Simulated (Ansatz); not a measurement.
# AgH₆NSi₂: up Jacob's ladder to CCSD(T)

Aim: compute AgH₆NSi₂ with functionals from several rungs and with coupled cluster. The yardstick is the atomisation energy at the CCSD(T) limit.

Method: functionals in def2-TZVPP, the program's frozen cores in correlated methods; program: Ansatz 0.2.0, Gaussian basis.

Plan: LDA (SPW92), PBE-D4, revPBE-D4, BLYP-D4, r2SCAN-D4, B97M-V, PBE0-D4, B3LYP-D4, r2SCANh-D4, r2SCAN0-D4, HSE06-D4, BHLYP-D4, CAM-B3LYP-D4, LC-ωPBE, ωB97X-V, ωB97M-V, B2PLYP, PBE-QIDH; CCSD(T)/def2-SVP; CCSD(T)/def2-TZVPP; MP2/def2-QZVPP; extrapolation to the limit; RPA on PBE.

## 1. Structure used throughout

An earlier PBE0-D4 in a triple-zeta def2 set relaxation fixed the geometry. Ag takes the def2 core potential; no spin-orbit term is included.

SMILES `[SiH3][N]([SiH3])[Ag]`, 10 atoms, charge 0, spin multiplicity 1.

Atoms are counted from 1 here; the program's logs count them from 0.

Bond lengths: Si1–N2 1.704 Å, Si1–H5 1.494 Å, Si1–H6 1.496 Å, Si1–H7 1.493 Å, N2–Si3 1.704 Å, N2–Ag4 2.055 Å, Si3–H8 1.494 Å, Si3–H9 1.493 Å, Si3–H10 1.496 Å. Angles: N2–Si1–H5 111.6°, N2–Si1–H6 113.7°, N2–Si1–H7 110.2°, H5–Si1–H6 105.4°, H5–Si1–H7 108.3°, H6–Si1–H7 107.4°, Si1–N2–Si3 128.8°, Si1–N2–Ag4 115.3°, Si3–N2–Ag4 115.3°, N2–Si3–H8 111.6°, N2–Si3–H9 110.2°, N2–Si3–H10 113.7°, H8–Si3–H9 108.3°, H8–Si3–H10 105.4°, H9–Si3–H10 107.4°.

## 2. LDA

This LDA is Slater exchange with PW92 correlation.

Input file in.yaml:

```yaml
crystal:
  periodic: [false, false, false]
  atoms:
    - {symbol: Si, position_ang: [-0.148301, 1.297400, -0.827115]}
    - {symbol: N, position_ang: [-0.462439, -0.219649, -0.116834]}
    - {symbol: Si, position_ang: [0.560346, -1.175950, 0.854770]}
    - {symbol: Ag, position_ang: [-2.417735, -0.843943, -0.211056]}
    - {symbol: H, position_ang: [-0.649068, 1.360070, -2.233585]}
    - {symbol: H, position_ang: [-0.805052, 2.439766, -0.119078]}
    - {symbol: H, position_ang: [1.320338, 1.564955, -0.840861]}
    - {symbol: H, position_ang: [0.490715, -2.618723, 0.472123]}
    - {symbol: H, position_ang: [1.975636, -0.722234, 0.714152]}
    - {symbol: H, position_ang: [0.218759, -1.132893, 2.310486]}
basis:
  gaussian: {orbitals: def2-TZVPP}
hamiltonian: {xc: lda}
output: {orbitals: {seedname: orbitals}}
```

Launch:

```sh
$ ansatz run in.yaml --threads 4 --pin off --events-out ev --progress --plain --max-ram 10444MiB
```

After this run come: PBE-D4 (GGA); revPBE-D4 (GGA); BLYP-D4 (GGA); r2SCAN-D4 (meta-GGA); B97M-V (meta-GGA); PBE0-D4 (hybrid); B3LYP-D4 (hybrid); r2SCANh-D4 (hybrid); r2SCAN0-D4 (hybrid); HSE06-D4 (hybrid); BHLYP-D4 (hybrid); CAM-B3LYP-D4 (range-separated); LC-ωPBE (range-separated); ωB97X-V (range-separated); ωB97M-V (range-separated); B2PLYP (double hybrid); PBE-QIDH (double hybrid); CCSD(T) in def2-SVP; CCSD(T) in def2-TZVPP; MP2 in def2-QZVPP; RPA on PBE orbitals.

**Question.** What will the summary of the whole plan be? Wanted: atomisation energy, CCSD(T)/CBS; farthest beyond LDA; mean size of error, GGA; mean size of error, meta-GGA; mean size of error, hybrid; mean size of error, range-separated; mean size of error, double hybrid; gap, smallest and largest; T1 diagnostic.

As calculated:

| quantity | value |
| --- | --- |
| atomisation energy, CCSD(T)/CBS | 683.0 kcal/mol |
| functionals within 3.4 kcal/mol (0.5 %) | B97M-V, B3LYP-D4, CAM-B3LYP-D4, ωB97M-V |
| farthest beyond LDA | revPBE-D4 (-19.5 kcal/mol) |
| mean size of error, GGA | 11.7 kcal/mol |
| mean size of error, meta-GGA | 4.0 kcal/mol |
| mean size of error, hybrid | 11.9 kcal/mol |
| mean size of error, range-separated | 4.9 kcal/mol |
| mean size of error, double hybrid | 14.0 kcal/mol |
| gap, smallest and largest | 1.42 eV (LDA (SPW92)), 8.12 eV (LC-ωPBE) |
| T1 diagnostic | 0.0192 |
| triples share of the correlation energy | 3.4 % |

**Reading.** LDA overbinds by 74.6 kcal/mol (11 %). PBE-D4 misses by -8.5 kcal/mol. Double hybrids carry the basis error of their MP2 part in triple zeta, and no dispersion term here, so their miss is partly the set-up's. Taken by rung, meta-GGA functionals do best (4.0 kcal/mol on average) and double hybrid ones worst beyond LDA (14.0 kcal/mol). hybrid functionals lie within the reference's doubt of that worst mean (11.9 kcal/mol), so those two tie. The gap between the best rungs is small, so their order is not settled. Misses under about 3.4 kcal/mol are within the doubt on the reference itself, which lacks core-valence correlation, spin-orbit coupling and higher excitations. All levels share the lack of spin-orbit coupling, which lowers the free heavy atoms and so the true binding. Hartree-Fock recovers 71 % of the binding; the rest is correlation. CCSD(T) in def2-SVP is off by -53.9 kcal/mol, worse than the median functional, from the basis alone. Orbital gaps span 1.4 to 8.1 eV; exact exchange widens them. Correlated methods include outer-core shells of Ag, which these sets cover unevenly.
